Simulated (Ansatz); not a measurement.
**SrLuS2: relaxing cell and atoms**

Wanted: the geometry at rest of SrLuS2 (a known structure type filled with other elements, at an estimated volume), relaxing cell and atoms, and its electronic structure there.

Method: DFT, PBE, no spin polarisation, plane waves, PAW, in Ansatz 0.2.0.

### Step 1. The structure

It takes space group R-3m (No. 166, trigonal). The conventional cell has a = 3.839 Å, b = 3.839 Å, c = 21.262 Å, α = 90.00°, β = 90.00°, γ = 120.00°. Lu (site symmetry -3m) is surrounded by 6 S at 2.64 Å. Sr (site symmetry -3m) has 6 S at 3.07 Å as nearest neighbours. Around S (site symmetry 3m) lie 3 Lu at 2.64 Å and 3 Sr at 3.07 Å.

Its coordinates follow in the input file.

It starts from an earlier solution of the starting cell (checkpoint.read).

### Step 2. The relaxation

Contents of input.yaml:

```yaml
crystal:
  lattice:
    - [3.839008, 0.0, 0.0]
    - [-1.919504, 3.324684, 0.0]
    - [-1.919504, 1.108228, 7.087272]
  atoms:
    - { symbol: Lu, position: [0.5, 0.5, 0.5] }
    - { symbol: Sr, position: [0.0, 0.0, 0.0] }
    - { symbol: S, position: [0.23369, 0.76631, 0.70107] }
    - { symbol: S, position: [0.76631, 0.23369, 0.29893] }
  symmetry: { tolerance: 0.0003 }
kpoints:
  mp_grid: { grid: [7, 7, 7], shift: [0, 0, 0] }
magnetization:
  spin_polarized: false
scf:
  occupations: { method: fermi_dirac }
  lower_state_search: "off"
hamiltonian:
  pseudopotentials: { kind: paw }
  xc: pbe
basis:
  ecutwfc: 420
  fft_grid_basis: typed
relax:
  max_steps: 60
  cell: { p_target: 0.0 }
  f_tol: 0.03
output:
  forces: true
  stress: true
  eigenvalues: true
  bader: true
  populations: true
  elf: true
  write_potential: true
  volumetric_format: npy
  dos:
    e_range: [-12, 8]
    de: 0.05
    projected: { site_lists: { Lu: [Lu], S: [S], Sr: [Sr] } }
checkpoint:
  read: saved_state
```

Command:

```sh
$ ansatz run input.yaml --threads 2 --pin off --max-ram 2560MiB --backend cpu --events-out ev --progress --plain --runs-dir out
```

Before running it: what results should come out? Wanted: moves; energy gained; largest move; cell; volume; pressure at the end; character; Bader charges.

As calculated:

```
                                                 quantity                                                                        value
                                                    moves                                                                            4
                                            energy gained                                                                73.3 meV/atom
                                             largest move                                                                   0.14 Å (S)
                     space group (0.01 Å), before / after                                                                  R-3m / R-3m
                                                     cell  a = 3.976 Å, b = 3.976 Å, c = 7.087 Å, α = 73.71°, β = 106.29°, γ = 120.00°
                                                   volume                                                       22.94 Å³/atom (+1.4 %)
                                      pressure at the end                                                                    -0.01 GPa
           formation energy (elements from separate runs)                                                                -1.97 eV/atom
                                                character                                                                        metal
density of states, mean within 0.25 eV of the Fermi level                                                          1.5 per eV per cell
                                            Bader charges                                                Lu +1.74, Sr +1.34, S -1.54 e
```

The volume grew by 1.4 %, and the largest move of an atom is 0.14 Å apart from the change of the cell; the energy fell by 73.3 meV per atom. The shape changed more than that tells: the edges moved by +4, +4, -5 %. With 12 symmetry operations imposed, the end may be a saddle point towards distortions that break them. The cell is metallic; within 0.25 eV of the Fermi level the density of states averages 1.5 per eV per cell. Lu loses most charge (+1.74 e on average) and S gains most (-1.54 e). Against the elements' reference phases (Lu hcp, Sr fcc, alpha-S8 (Fddd); separate runs with the same functional) the formation energy is -1.97 eV per atom, a bound cell by that test.

Keep in mind: an odd count of electrons without spin polarisation forces a partly filled band.
